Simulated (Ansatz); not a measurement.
**GaH₃ (singlet): from Hartree-Fock to the top rungs, cc-pVDZ**

Aim: climb from Hartree-Fock through coupled cluster and multireference methods for GaH₃ (singlet) at one geometry and basis, and see what each rung misses.

Computed with Ansatz 0.2.0, Gaussian basis. Level: cc-pVDZ, core rule «outside noble gas», up to 14 orbitals frozen.

The runs, in order: UHF; CCSD(T) on RHF; CCSD(T) on UHF; BCCD(T) on RHF; CISD; CCSDT(Q) on RHF; CCSDT(Q) on UHF; CCSDTQ on RHF; CASSCF and MRCISD+Q, 6 electrons in 7 orbitals; CASSCF and NEVPT4(SD), 6 electrons in 7 orbitals; CASSCF and NEVPT2, 6 electrons in 7 orbitals; Full CI.

25 further runs of the same task are left out: 5 for a known fault of the program, 7 that didn't finish, 13 set aside as unsound or not needed.

## (1) What is computed

The geometry is a PBE0/def2-TZVP stationary point (not a proven minimum) of the parent state, kept for this charge and spin. No spin-orbit coupling is included. The filled d shell of Ga may be among the frozen orbitals whatever the setting's name suggests; the logs give the count.

4 atoms, charge 0, spin multiplicity 1.

Atoms are counted from 1 here; the program's logs count them from 0.

Bond lengths: Ga1–H2 1.585 Å, Ga1–H3 1.955 Å, Ga1–H4 1.955 Å, H3–H4 0.811 Å. Angles: H2–Ga1–H3 100.5°, H2–Ga1–H4 100.5°, H3–Ga1–H4 23.9°, Ga1–H3–H4 78.0°, Ga1–H4–H3 78.0°.

## (2) UHF

File in.yaml:

```yaml
crystal:
  periodic: [false, false, false]
  atoms:
    - {symbol: Ga, position_ang: [0.000000, 0.027726, -0.045695]}
    - {symbol: H, position_ang: [0.000000, -1.477599, -0.541473]}
    - {symbol: H, position_ang: [0.405418, -0.220158, 1.851181]}
    - {symbol: H, position_ang: [-0.405418, -0.220158, 1.851181]}
basis:
  gaussian: {orbitals: cc-pVDZ}
magnetization: {spin_polarized: true, initial_magnetization: 0}
hamiltonian: {xc: hf}
output: {orbitals: {seedname: orbitals}}
```

Started as:

```console
$ ansatz run in.yaml --threads 1 --pin off --events-out ev --progress --plain --max-ram 2393MiB
```

The runs that follow: CCSD(T) on RHF; CCSD(T) on UHF; BCCD(T) on RHF; CISD; CCSDT(Q) on RHF; CCSDT(Q) on UHF; CCSDTQ on RHF; CASSCF and MRCISD+Q, 6 electrons in 7 orbitals; CASSCF and NEVPT4(SD), 6 electrons in 7 orbitals; CASSCF and NEVPT2, 6 electrons in 7 orbitals; Full CI.

Before running them: what should the planned runs give, taken together? Wanted: FCI below the RHF energy; RMP2 from FCI; RCCSD from FCI; RCCSD(T) from FCI; RCCSDT(Q) from FCI; NEVPT2 valence from FCI; NEVPT4(SD) valence from FCI; MRCISD+Q valence from FCI; T1 diagnostic.

As calculated:

| quantity | value |
| --- | --- |
| FCI below the RHF energy | -3.0382 eV |
| RMP2 from FCI | +79.0 kJ/mol |
| RCCSD from FCI | +5.2 kJ/mol |
| RCCSD(T) from FCI | +1.3 kJ/mol |
| RCCSDT(Q) from FCI | 0.0 kJ/mol |
| NEVPT2 valence from FCI | +44.7 kJ/mol |
| NEVPT4(SD) valence from FCI | +6.9 kJ/mol |
| MRCISD+Q valence from FCI | -0.1 kJ/mol |
| levels within 1 kcal/mol (43 meV) | RCCSD(T), BCCD(T), RCCSDT, RCCSDT(Q), RCCSDTQ, MRCISD valence, MRCISD+Q valence |
| T1 diagnostic | 0.012 |
| effectively unpaired electrons | 0.09 |

**Reading.** RCCSD(T) misses by +1.3 kJ/mol, 0.4 % of the correlation energy. One determinant dominates. Of the multireference levels listed MRCISD+Q valence comes nearest in total energy (-0.1 kJ/mol), which doesn't show that its space is the better one. These misses are within one basis, not against nature.
